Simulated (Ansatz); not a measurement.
# Si2Mo: the cost of one run

Program: Ansatz 0.2.0. Level of theory: DFT, levels as named, plane waves, PAW. These are calculated values, not measurements.

**1. The system as given**

The structure is tetragonal, space group I4/mmm (No. 139). Conventional cell: a = 3.200 Å, b = 3.200 Å, c = 7.861 Å, α = 90.00°, β = 90.00°, γ = 90.00°. Si (site symmetry 4mm) has 5 Si at 2.61 to 2.63 Å and 5 Mo at 2.62 Å as nearest neighbours. Around Mo (site symmetry 4/mmm) lie 10 Si at 2.62 Å.

Coordinates:

```xyz
3
Lattice="-1.6000 1.6000 3.9305 1.6000 -1.6000 3.9305 1.6000 1.6000 -3.9305" Properties=species:S:1:pos:R:3 pbc="T T T"
Si    0.0000    0.0000    2.6177
Si    0.0000    0.0000    5.2433
Mo    0.0000    0.0000    0.0000
```

**2. PBE: cell and atoms**

The input, input.yaml:

```yaml
crystal:
  lattice:
    - [-1.6, 1.6, 3.9305]
    - [1.6, -1.6, 3.9305]
    - [1.6, 1.6, -3.9305]
  atoms:
    - { symbol: Si, position: [0.333, 0.333, 0.0] }
    - { symbol: Si, position: [0.667, 0.667, 0.0] }
    - { symbol: Mo, position: [0.0, 0.0, 0.0] }
  symmetry: { tolerance: 0.0003 }
hamiltonian:
  xc: pbe
  pseudopotentials: { kind: paw, azcp: { folder: soft_1 } }
basis:
  ecutwfc: 420
magnetization:
  spin_polarized: false
scf:
  occupations: { method: fermi_dirac, width: 0.1 }
kpoints:
  mp_grid: { grid: [10, 10, 10], shift: [0, 0, 0] }
output:
  forces: true
  stress: true
  eigenvalues: true
relax:
  max_steps: 60
  cell: {}
```

On the command line:

```console
$ ansatz run input.yaml --threads 2 --pin off --max-ram 5632MiB --backend cpu --events-out ev --progress --plain --runs-dir out
```

**Question.** How long does this run take on 2 threads of Arm Neoverse V2, shared host, and how much memory does it need?

About 7.1 s, with a peak of 0.35 GiB.
